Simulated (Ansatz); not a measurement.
# CH5AlFNS: the cost of one run

Method: UKS PBE-D4/def2-SVP, in Ansatz 0.2.0.

### 1 The structure to begin with

Bond lengths: F1–C2 1.424 Å, C2–N3 1.489 Å, N3–Al4 1.937 Å, Al4–S5 2.235 Å, C2–H6 1.120 Å, C2–H7 1.132 Å, N3–H8 1.006 Å, Al4–H9 1.665 Å, S5–H10 1.429 Å. Angles: F1–C2–N3 111.3°, F1–C2–H6 108.7°, F1–C2–H7 106.8°, N3–C2–H6 110.2°, N3–C2–H7 111.8°, H6–C2–H7 107.9°, C2–N3–Al4 107.1°, C2–N3–H8 105.5°, Al4–N3–H8 107.8°, N3–Al4–S5 121.1°, N3–Al4–H9 117.3°, S5–Al4–H9 121.4°, Al4–S5–H10 89.1°.

Structure file:

```xyz
10

F     0.4578   -2.7118    0.3551
C     0.4602   -1.2894    0.2868
N    -0.9263   -0.7489    0.2299
Al   -0.7822    1.1815    0.1648
S     0.2420    2.2056   -1.5372
H     1.0356   -0.9737   -0.6208
H     1.0186   -0.9194    1.1991
H    -1.2997   -1.0600   -0.6511
H    -1.5718    2.0464    1.3483
H     1.4490    2.2185   -0.7721
```

### 2 Relaxing end A

Input file input.yaml:

```yaml
crystal:
  periodic: [false, false, false]
  atoms:
    - { symbol: F, position_ang: [0.4578, -2.7118, 0.3551] }
    - { symbol: C, position_ang: [0.4602, -1.2894, 0.2868] }
    - { symbol: "N", position_ang: [-0.9263, -0.7489, 0.2299] }
    - { symbol: Al, position_ang: [-0.7822, 1.1815, 0.1648] }
    - { symbol: S, position_ang: [0.242, 2.2056, -1.5372] }
    - { symbol: H, position_ang: [1.0356, -0.9737, -0.6208] }
    - { symbol: H, position_ang: [1.0186, -0.9194, 1.1991] }
    - { symbol: H, position_ang: [-1.2997, -1.06, -0.6511] }
    - { symbol: H, position_ang: [-1.5718, 2.0464, 1.3483] }
    - { symbol: H, position_ang: [1.449, 2.2185, -0.7721] }
magnetization:
  spin_polarized: true
basis:
  gaussian: { orbitals: def2-SVP }
hamiltonian:
  xc: pbe
  dispersion: d4
relax:
  f_tol: 0.02
  max_steps: 50
```

The run is started by

```bash
$ ansatz run input.yaml --threads 2 --pin off --max-ram 3072MiB --backend cpu --events-out ev --progress --plain --runs-dir out
```

**Question.** How long does this run take on 2 threads of AMD EPYC, shared host, and how much memory does it need?

About 2.8 min, with a peak of 0.23 GiB.
